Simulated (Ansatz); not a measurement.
# C3H11N3OW: small, medium and large basis sets

One table from this session's results is given with a row withheld; the runs are named, their logs left out.

Computed with Ansatz 0.2.0, Gaussian basis. Level: one geometry, several basis sets.

Levels to be run: PBE0-D4/def2-SVP; ωB97M-V/def2-SVP; PBE0-D4/def2-QZVPP; ωB97M-V/def2-QZVPP; the functionals' def2-TZVPP values are taken from earlier runs.

### Structure used throughout

All runs share one geometry, relaxed beforehand with PBE0-D4 in a triple-zeta def2 set. W takes the def2 core potential; no spin-orbit term is included.

19 atoms, charge 0, spin multiplicity 1.

Atoms are counted from 1 here; the program's logs count them from 0.

Bond lengths: C1–N2 1.415 Å, C1–H9 1.096 Å, C1–H10 1.096 Å, C1–H11 1.096 Å, N2–W3 1.756 Å, W3–N4 1.963 Å, W3–N5 1.757 Å, W3–O7 1.900 Å, N4–H12 1.007 Å, N4–H13 1.007 Å, N5–C6 1.418 Å, C6–H14 1.096 Å, C6–H15 1.096 Å, C6–H16 1.096 Å, O7–C8 1.399 Å, C8–H17 1.095 Å, C8–H18 1.096 Å, C8–H19 1.095 Å. Angles: N2–C1–H9 111.0°, N2–C1–H10 110.5°, N2–C1–H11 111.9°, H9–C1–H10 107.5°, H9–C1–H11 108.0°, H10–C1–H11 107.7°, C1–N2–W3 164.7°, N2–W3–N4 106.9°, N2–W3–N5 113.0°, N2–W3–O7 108.9°, N4–W3–N5 106.7°, N4–W3–O7 112.9°, N5–W3–O7 108.6°, W3–N4–H12 123.4°, W3–N4–H13 123.6°, H12–N4–H13 111.1°, W3–N5–C6 160.2°, N5–C6–H14 112.0° and more.

Set-up of the first run:

The input, in.yaml:

```yaml
crystal:
  periodic: [false, false, false]
  atoms:
    - {symbol: C, position_ang: [1.269036, 2.720531, 0.504267]}
    - {symbol: N, position_ang: [1.090342, 1.316388, 0.496007]}
    - {symbol: W, position_ang: [0.540123, -0.318919, 0.171864]}
    - {symbol: N, position_ang: [2.115173, -1.351564, -0.382730]}
    - {symbol: N, position_ang: [-0.611508, -0.404991, -1.151986]}
    - {symbol: C, position_ang: [-1.437913, 0.001881, -2.229986]}
    - {symbol: O, position_ang: [-0.283359, -1.012602, 1.737565]}
    - {symbol: C, position_ang: [-1.461851, -1.722134, 1.990248]}
    - {symbol: H, position_ang: [0.996961, 3.145836, 1.477448]}
    - {symbol: H, position_ang: [2.318341, 2.975638, 0.314741]}
    - {symbol: H, position_ang: [0.662487, 3.215153, -0.263259]}
    - {symbol: H, position_ang: [2.091241, -2.058220, -1.100364]}
    - {symbol: H, position_ang: [3.062119, -1.076405, -0.176733]}
    - {symbol: H, position_ang: [-1.405158, 1.085964, -2.385988]}
    - {symbol: H, position_ang: [-1.122738, -0.482916, -3.161105]}
    - {symbol: H, position_ang: [-2.480390, -0.282721, -2.048570]}
    - {symbol: H, position_ang: [-1.219899, -2.684040, 2.454390]}
    - {symbol: H, position_ang: [-2.028616, -1.910674, 1.071730]}
    - {symbol: H, position_ang: [-2.094392, -1.156215, 2.682479]}
basis:
  gaussian: {orbitals: def2-SVP}
hamiltonian: {xc: pbe0, dispersion: d4}
output: {orbitals: {seedname: orbitals}}
```

Command:

```
$ ansatz run in.yaml --threads 4 --pin off --events-out ev --progress --plain --max-ram 66560MiB --backend cpu
```

Steps of the session up to this table: PBE0-D4 in def2-SVP; ωB97M-V in def2-SVP; PBE0-D4 in def2-QZVPP; ωB97M-V in def2-QZVPP.

One of the session's tables, all rows but one given; the rest of the session is left out.

It belongs to the step «Density functionals: the series». 

| functional | basis | HOMO (eV) | LUMO (eV) |
| --- | --- | --- | --- |
| PBE0-D4 | def2-SVP | -6.41 | 0.10 |
| PBE0-D4 | def2-TZVPP | -6.49 | 0.02 |
| PBE0-D4 | def2-QZVPP | -6.52 | -0.11 |
| ωB97M-V | def2-SVP | ? | ? |
| ωB97M-V | def2-TZVPP | -8.70 | 1.55 |
| ωB97M-V | def2-QZVPP | -8.73 | 0.96 |

**Question.** Estimate the row for ωB97M-V, def2-SVP.

As computed: HOMO (eV): -8.62; LUMO (eV): 1.87. In the column «HOMO (eV)» it lies between ωB97M-V, def2-TZVPP (-8.70) and PBE0-D4, def2-QZVPP (-6.52).
